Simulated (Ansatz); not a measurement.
**ZrB+ (quintet): from Hartree-Fock to the top rungs, def2-QZVPP**

An exercise on one series of results from a longer session: the logs are not shown, and one member is left open.

The runs use Ansatz 0.2.0, Gaussian basis; def2-QZVPP, core rule «outside noble gas», up to 5 orbitals frozen.

The runs, in order: UHF; ROHF; CCSD(T) on UHF.

### What is computed

The geometry is a PBE0/def2-TZVP stationary point (not a proven minimum) of the parent state, kept for this charge and spin. No spin-orbit coupling is included. Elements past krypton take def2 core potentials.

2 atoms, charge 1, spin multiplicity 5.

Atoms are counted from 1 here; the program's logs count them from 0.

Bond lengths: Zr1–B2 2.147 Å.

Set-up of the first run:

The input, in.yaml:

```yaml
crystal:
  periodic: [false, false, false]
  atoms:
    - {symbol: Zr, position_ang: [0.000000, 0.000000, 0.000000]}
    - {symbol: B, position_ang: [0.000000, 0.000000, 2.147200]}
basis:
  gaussian: {orbitals: "def2-QZVPP.json"}
total_charge: 1
magnetization: {spin_polarized: true, initial_magnetization: 4}
hamiltonian: {xc: hf}
output: {orbitals: {seedname: orbitals}}
```

Started as:

```console
$ ansatz run in.yaml --threads 1 --pin off --events-out ev --progress --plain --max-ram 4096MiB --backend cpu
```

Among the steps run: UHF; ROHF; CCSD(T) on UHF.

One table of the session follows, with a row left open; its other results are not shown here.

```
  method  from UCCSD(T) (kJ/mol)
    ROHF                       ?
     UHF                  +356.6
    UMP2                   +83.6
   UCCSD                   +21.8
UCCSD(T)                       0
```

**Question.** Estimate the row for ROHF.

**Answer.** from UCCSD(T) (kJ/mol): +372.2. In the column «from UCCSD(T) (kJ/mol)» it is the highest.
